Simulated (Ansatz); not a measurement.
# C2H3Ge (SMILES [C]#[C][GeH3]): UPBE0/def2-SVPD

Aim: the electronic atomisation energy of C2H3Ge at UPBE0/def2-SVPD, from 4 runs. 

The calculation is run with Ansatz 0.2.0.

55 further runs of the same task are left out: 6 that didn't finish, 49 set aside as unsound or not needed. Runs told in other sessions of the task aren't counted.

## (1) The structure to begin with

C2H3Ge: 6 atoms, total charge 0, spin state doublet. SMILES: `[C]#[C][GeH3]`. Geometry: relaxed at PBE0-D4/def2-TZVP.

Bond lengths: C1–C2 1.211 Å, C2–Ge3 1.905 Å, Ge3–H4 1.532 Å, Ge3–H5 1.532 Å, Ge3–H6 1.532 Å. Angles: C1–C2–Ge3 180.0°, C2–Ge3–H4 108.1°, C2–Ge3–H5 108.1°, C2–Ge3–H6 108.1°, H4–Ge3–H5 110.8°, H4–Ge3–H6 110.8°, H5–Ge3–H6 110.8°.

## (2) A single-point energy at UPBE0/def2-SVPD

input.yaml

```yaml
crystal:
  periodic: [false, false, false]
  atoms:
    - {symbol: C, position_ang: [1.063000, -1.993700, 1.127200]}
    - {symbol: C, position_ang: [0.554800, -1.039400, 0.581600]}
    - {symbol: Ge, position_ang: [-0.244200, 0.461100, -0.277700]}
    - {symbol: H, position_ang: [-1.482100, -0.028100, -1.035900]}
    - {symbol: H, position_ang: [0.783700, 1.059700, -1.242900]}
    - {symbol: H, position_ang: [-0.633000, 1.476400, 0.801400]}
basis:
  gaussian: {orbitals: def2-SVPD}
output: {orbitals: {seedname: orbitals}}
hamiltonian: {xc: pbe0}
accuracy: high
magnetization: {spin_polarized: true, initial_magnetization: 1}
```

Started as:

```console
ansatz run input.yaml --threads 1 --pin off --max-ram 3480MiB --events-out events.jsonl --progress --plain --runs-dir runs
```

Standard output:

```text
Warning: RAYON_NUM_THREADS=1 ignored (pool sized by the plan → 1); use --threads N
Functional definition: PBE0
  name "PBE0"
  parameter a = 0.25
  parameter kappa = 0.804
  parameter beta = 0.06672455060314922
  exchange = (1 - a)*pbe_x(kappa = kappa, mu = beta*pi^2/3) + a*exact_x
  correlation = pbe_c(beta = beta)
2013 factors; integrals over basis functions are off by at most 4.5e-9 eV
mean field evaluation 1: about -58613.9356 eV, gradient 2.6e1 eV
mean field evaluation 2: about -58611.9341 eV, gradient 3.2e1 eV
mean field evaluation 4: about -58617.0958 eV, gradient 1.7e0 eV
mean field evaluation 8: about -58617.2115 eV, gradient 3.0e-1 eV
mean field evaluation 16: about -58617.2161 eV, gradient 8.4e-4 eV
mean field evaluation 32: about -58617.2161 eV, gradient 4.1e-8 eV
mean field -58617.21610529 eV, -2154.1429596933 hartree, gradient 4.1e-8 eV, S^2 0.787878; 2 other end points of the search recorded, 0 dependent functions left out
reference -58617.21610860 eV, -2154.1429598150 hartree; 24, 23 occupied and 78, 79 virtual orbitals, 2013 factors
Total energy: -58617.21610860 eV, -2154.1429598150 hartree
```

Run time: 20 s. Hardware: 1 thread of Arm Neoverse V1, shared host; peak memory 0.46 GiB.

## (3) The C atom, same level

in.yaml

```yaml
crystal:
  periodic: [false, false, false]
  atoms:
    - {symbol: C, position_ang: [0.000000, 0.000000, 0.000000]}
basis:
  gaussian:
    orbitals: def2-SVPD
magnetization:
  spin_polarized: true
  initial_magnetization: 2
accuracy: high
hamiltonian:
  xc: pbe0
```

Run the same way, it converges to -37.76146 Eh (log not shown).

## (4) The Ge atom, same level

molecule.yaml

```yaml
basis:
  gaussian:
    orbitals: def2-SVPD
crystal:
  periodic: [false, false, false]
  atoms:
    - {symbol: Ge, position_ang: [0.000000, 0.000000, 0.000000]}
hamiltonian:
  xc: pbe0
accuracy: high
magnetization:
  spin_polarized: true
  initial_magnetization: 2
```

Run the same way, it converges to -2076.39545 Eh (log not shown).

## (5) The H atom, same level

job.yaml

```yaml
crystal:
  periodic: [false, false, false]
  atoms:
    - {symbol: H, position_ang: [0.000000, 0.000000, 0.000000]}
basis:
  gaussian:
    orbitals: def2-SVPD
total_charge: 0
magnetization:
  spin_polarized: true
  initial_magnetization: 1
hamiltonian:
  xc: {name: PBE0}
accuracy: high
```

Run the same way, it converges to -0.50029 Eh (log not shown).

## (6) Results

At UPBE0/def2-SVPD:

```
                                    quantity           value
                      molecule: total energy  -2154.14296 Eh
molecule: HOMO energy (highest over α and β)        -8.27 eV
 molecule: LUMO energy (lowest over α and β)        -4.62 eV
                              molecule: ⟨S²⟩           0.788
                        C atom: total energy    -37.76146 Eh
                                C atom: ⟨S²⟩           2.004
                       Ge atom: total energy  -2076.39545 Eh
                               Ge atom: ⟨S²⟩           2.003
                        H atom: total energy     -0.50029 Eh
                                H atom: ⟨S²⟩           0.750
               electronic atomisation energy       19.693 eV
```

In words: Taking the molecule apart into free atoms costs 19.69 eV (454 kcal/mol), before zero-point energy and without spin-orbit coupling.
